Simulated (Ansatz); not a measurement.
# Os (Osmium): how the settings move a relaxation

Question: which choices in the input matter for Os (Osmium)?

Method: reference: DFT, r2SCAN, PAW with Ansatz's default frozen-core files, scalar-relativistic; relaxation of cell and atoms, in Ansatz 0.2.0.

### 1 Starting point

The structure is hexagonal, space group P6_3/mmc (No. 194). The conventional cell has a = 2.734 Å, b = 2.734 Å, c = 4.320 Å, α = 90.00°, β = 90.00°, γ = 120.00°. Os (site symmetry -6m2) has 12 Os at 2.68 to 2.73 Å as nearest neighbours.

As a file:

```cif
data_structure
_symmetry_space_group_name_H-M 'P6_3/mmc'
_symmetry_Int_Tables_number 194
_cell_length_a 2.7341
_cell_length_b 2.7341
_cell_length_c 4.3197
_cell_angle_alpha 90.000
_cell_angle_beta 90.000
_cell_angle_gamma 120.000
_cell_volume 27.96
loop_
_atom_site_label
_atom_site_type_symbol
_atom_site_symmetry_multiplicity
_atom_site_Wyckoff_symbol
_atom_site_fract_x
_atom_site_fract_y
_atom_site_fract_z
_atom_site_occupancy
Os1 Os 2 c 0.33333 0.66667 0.25000 1
```

### 2 Baseline

The input, input.yaml:

```yaml
crystal:
  lattice:
    - [2.73410000001, 0.0, 0.0]
    - [-1.36705, 2.36780005649, 0.0]
    - [0.0, 0.0, 4.3197]
  atoms:
    - { symbol: Os, position: [0.333333333333, 0.666666666667, 0.25] }
    - { symbol: Os, position: [0.666666666667, 0.333333333333, 0.75] }
kpoints:
  mp_grid: { grid: [14, 14, 8] }
scf:
  occupations: { method: fermi_dirac, width: 0.1 }
hamiltonian:
  xc: r2scan
  pseudopotentials: { kind: paw }
relax:
  f_tol: 0.002
  max_steps: 80
  cell: {}
output:
  forces: true
  stress: true
```

Run with:

```bash
> ansatz run input.yaml --threads 1 --pin off --max-ram 3072MiB --backend cpu --events-out ev --progress --plain --runs-dir out
```

Excerpt of the output:

```text
[...]
Basis set: ecut = 500 eV, 687 PW (Γ), exchange–correlation on 80×80×128 points (64 copies of the dense FFT grid, shifted against one another)
[...]
k-points: 120 of 1568
[...]
SCF iter   1: F=—  HF=-22795.222888 eV  |F-HF|=—  |Δ(HF+E_count)|=         —  Δρ=1.06e-2  dr2=5.95e-3  dr2_τ=3.94e-2  ethr=1.77e-3  ⟨swp⟩=4.6  Hψ=9505  notcnv=0
preconditioner: auto → none  [metal: Δε(μ)=0.006 eV  Ē_g=7.165 eV  σ=0.100 eV  W_gap=0.02  n_scr=8 (ndim 8)  ℏωp=28.1 eV  f_vac=0.000  D(μ)=1.34/eV (n_scr^D=10)  sad-step TF]
SCF iter   2: F=—  HF=-22795.274318 eV  |F-HF|=—  |Δ(HF+E_count)|=   5.14e-2  Δρ=6.53e-3  dr2=2.47e-3  dr2_τ=5.79e-4  ethr=1.86e-5  ⟨swp⟩=2.0  Hψ=4461  notcnv=0
[...]
relax step   1: F+E_penalty+E_count = -22795.28109476 eV  Δ(F+E_penalty+E_count) = +0.000e0 eV  max|allowed force component| = 2.128e-16 eV/Å  Δτ_max = 0.0000 Å  P = +1.119 GPa  Ω = 27.965 Å³  (6 SCF iters, dr2 threshold 1.00e-7 eV, accepted)
[...]
Basis set: ecut = 500 eV, 699 PW (Γ), exchange–correlation on 80×80×128 points (64 copies of the dense FFT grid, shifted against one another)
[...]
relax step   2: F+E_penalty+E_count = -22795.27950080 eV  Δ(F+E_penalty+E_count) = +1.594e-3 eV  max|allowed force component| = 1.388e-16 eV/Å  Δτ_max = 0.0000 Å  P = -2.446 GPa  Ω = 28.210 Å³  energy of the carried Pulay correction = -1.655e-4 eV  (4 SCF iter
[...]
relax step   3: F+E_penalty+E_count = -22795.28153291 eV  Δ(F+E_penalty+E_count) = -4.382e-4 eV  max|allowed force component| = 5.320e-17 eV/Å  Δτ_max = 0.0000 Å  P = -0.030 GPa  Ω = 28.043 Å³  energy of the carried Pulay correction = -5.279e-5 eV  (6 SCF iter
[...]
SCF iter   3: F=—  HF=-22795.281590 eV  |F-HF|=—  |Δ(HF+E_count)|=   1.07e-9  Δρ=6.46e-7  dr2=8.72e-11  dr2_τ=4.23e-11  ethr=3.21e-12  ⟨swp⟩=2.0  Hψ=3361  notcnv=0
SCF iter   4: F=-22795.281590 eV  HF=-22795.281590 eV  |F-HF|=7.28e-12  |Δ(HF+E_count)|=  3.27e-11  Δρ=1.79e-7  dr2=3.21e-12  dr2_τ=9.29e-13  ethr=1.00e-12  ⟨swp⟩=5.5  Hψ=9989  notcnv=0
[...]
relax step   4: F+E_penalty+E_count = -22795.28158955 eV  Δ(F+E_penalty+E_count) = -5.664e-5 eV  max|allowed force component| = 5.320e-17 eV/Å  Δτ_max = 0.0000 Å  P = -0.029 GPa  Ω = 28.043 Å³  stress off target by 3.26e-2 GPa  SCF on the basis re-selected at 
[...]
SCF converged after 4 iterations
Free energy (F): -22795.281590 eV
[...]
E sigma→0 (E₀):  -22795.260450 eV
[...]
Fermi energy:    25.769799 eV
[...]
  P = ⅓ Tr σ = -0.0289 GPa (-0.289 kbar)
[...]
--- Relaxed structure (3 steps of the walk, 2 accepted, 1 SCFs on fresh bases) ---
[...]
```

Wall time 11 s (1 thread of Intel Xeon 6975P-C (Granite Rapids), shared host); peak memory 0.46 GiB.

### 3 Changing settings: mp_grid.shift [0.5, 0.5, 0.5]

input.yaml, as its differences from that of step 2:

```diff
@@ -9,3 +9,3 @@
 kpoints:
-  mp_grid: { grid: [14, 14, 8] }
+  mp_grid: { grid: [14, 14, 8], shift: [0.5, 0.5, 0.5] }
 scf:
```

Run with:

```bash
> ansatz run input.yaml --threads 1 --pin off --max-ram 3072MiB --backend cpu --events-out ev --progress --plain --runs-dir out
```

Log (excerpt; [...] marks lines left out):

```text
Warning: crystal.symmetry: narrowed to the stabiliser of the k-point mesh — unitary ops 24 → 8; excluded 16 operations that carry a point of the 14×14×8 mesh (shift [0.5, 0.5, 0.5]) off the mesh (the run samples exactly the mesh kpoints.mp_grid names, as under crystal.symmetry.detect: [...]
Pseudopotentials: kind: paw
Pseudopotential: Os, paw, valence charge 16, recommended cutoff 500 eV (meta_gga), Os.paw.azcp
Functional definition: r2SCAN
[...]
Crystal: 2 atoms, lattice volume = 27.965 Å³
Basis set: ecut = 500 eV, 687 PW (Γ), exchange–correlation on 80×80×128 points (64 copies of the dense FFT grid, shifted against one another)
Bands: 20, of which v1, the nominal top of the filled ones, is band 16 counted from 1 (15 counted from 0)
Symmetry: 8 space group operations
k-points: 224 of 1568
[...]
SCF iter   1: F=—  HF=-22795.225169 eV  |F-HF|=—  |Δ(HF+E_count)|=         —  Δρ=1.07e-2  dr2=6.16e-3  dr2_τ=3.96e-2  ethr=1.77e-3  ⟨swp⟩=4.5  Hψ=17839  notcnv=0
[...]
relax step   1: F+E_penalty+E_count = -22795.28347702 eV  Δ(F+E_penalty+E_count) = +0.000e0 eV  max|allowed force component| = 1.256e-3 eV/Å  Δτ_max = 0.0000 Å  P = +0.998 GPa  Ω = 27.965 Å³  (6 SCF iters, dr2 threshold 1.00e-7 eV, accepted)
[...]
relax step   3: F+E_penalty+E_count = -22795.28369603 eV  Δ(F+E_penalty+E_count) = -2.190e-4 eV  max|allowed force component| = 1.139e-4 eV/Å  Δτ_max = 0.0000 Å  P = -0.014 GPa  Ω = 28.032 Å³  energy of the carried Pulay correction = -4.564e-5 eV  (7 SCF iters, accepted)
[...]
relax step   4: F+E_penalty+E_count = -22795.28374256 eV  Δ(F+E_penalty+E_count) = -4.653e-5 eV  max|allowed force component| = 1.140e-4 eV/Å  Δτ_max = 0.0000 Å  P = -0.013 GPa  Ω = 28.032 Å³  stress off target by 1.64e-2 GPa  SCF on the basis re-selected at this cell (its energy is not [...]
SCF converged after 4 iterations
Free energy (F): -22795.283743 eV
[...]
E sigma→0 (E₀):  -22795.265191 eV
Entropy (-TS):   -0.037104 eV (-18.552 meV/atom)
Fermi energy:    25.769443 eV
[...]
--- Forces (eV/Å), atoms counted from 1 ---
  atom   1  Os     0.00011399    -0.00006581     0.00000000
  atom   2  Os    -0.00011399     0.00006581     0.00000000
[...]
--- Stress (GPa, compression-positive) ---
       -0.013546      -0.001654      -0.000000
       -0.001654      -0.015456       0.000000
       -0.000000       0.000000      -0.010584
  P = ⅓ Tr σ = -0.0132 GPa (-0.132 kbar)
--- Relaxed structure (3 steps of the walk, 2 accepted, 1 SCFs on fresh bases) ---
  F+E_penalty+E_count = -22795.28374256 eV   max|allowed force component| = 1.140e-4 eV/Å   (the final SCF, on the basis selected at the relaxed cell)
  cell:  # Å, volume = 28.0324 Å³
    - [2.7371233848649834, 0.0005751280831578764, -6.939218072521322e-34]
    - [-1.3680636168970408, 2.370705948629994, 3.469609036254315e-34]
    - [-1.096351278585156e-33, 0.0, 4.319523759016606]
  atoms:
    - { symbol: Os, position: [0.33333008862180175, 0.6666699113781984, 0.25] }
    - { symbol: Os, position: [0.6666699113781983, 0.3333300886218018, 0.7500000000000001] }
```

Wall time 19 s (1 thread of Intel Xeon 6975P-C (Granite Rapids), shared host); peak memory 0.5 GiB.

Changing the k-point mesh moves the energy by -1.1 meV/atom. The energy is not variational in the mesh, so the sign tells nothing. The relaxations can also end on different shapes, since the mesh sets the symmetry kept. Cost: 21 SCF cycles against 20, 19 s against 11 s.

### 4 All runs together

```csv
run,ending,energy change,pressure (GPa),gap (eV),force (eV/Å),cycles,time
reference,converged,0,0.0,0.00,0.00,20,11 s
"1: mp_grid.shift [0.5, 0.5, 0.5]",converged,-1.1 meV/atom,0.0,0.00,0.00,21,19 s
```

What this shows: Changing the k-point mesh moves the energy by -1.1 meV/atom. The energy is not variational in the mesh, so the sign tells nothing. The relaxations can also end on different shapes, since the mesh sets the symmetry kept. Cost: 21 SCF cycles against 20, 19 s against 11 s.
